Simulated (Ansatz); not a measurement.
**Ge in Ansatz: the effect of exact exchange**

The system is Ge.

```
CELL_PARAMETERS angstrom
5.24058 0.00000 0.00000
0.00000 5.24058 0.00000
0.00000 0.00000 2.65536
ATOMIC_POSITIONS crystal
Ge 0.00000 0.00000 0.00000
Ge 0.00000 0.50000 0.00000
Ge 0.50000 0.00000 0.00000
```

The cell was built by a generator and needn't be a form met in nature.

Alike in all runs:

| Property | Result |
| --- | --- |
| Program | Ansatz 0.2.0 |
| Task | single point |
| Functional | HSE06 form with a typed share of exact exchange |
| Potentials or basis | Ansatz PAW |
| Cutoff | 420 eV (not typed: the program's choice for these potentials) |
| k mesh | 3 × 3 × 5 |
| Occupations | fermi-dirac, width 0.05 eV |
| Spin | no spin polarisation |

**Question.** One run gave: pressure -3.5 GPa. Which exact exchange did it use?
A. 0.4
B. 0.5
C. 0.05
D. 0.25
E. 0.15

**Answer.** B.

```csv
exact exchange,pressure (GPa)
0.05,-0.1
0.1,-0.5
0.15,-0.8
0.2,-1.2
0.25,-1.6
0.3,-1.9
0.4,-2.7
0.5,-3.5
```

Caveats: all runs use coarse meshes; the PAW data sets come from PBE, with cores solved anew for the run's functional, which leaves a small shift of forces and pressure; the thresholds are loose for stress.
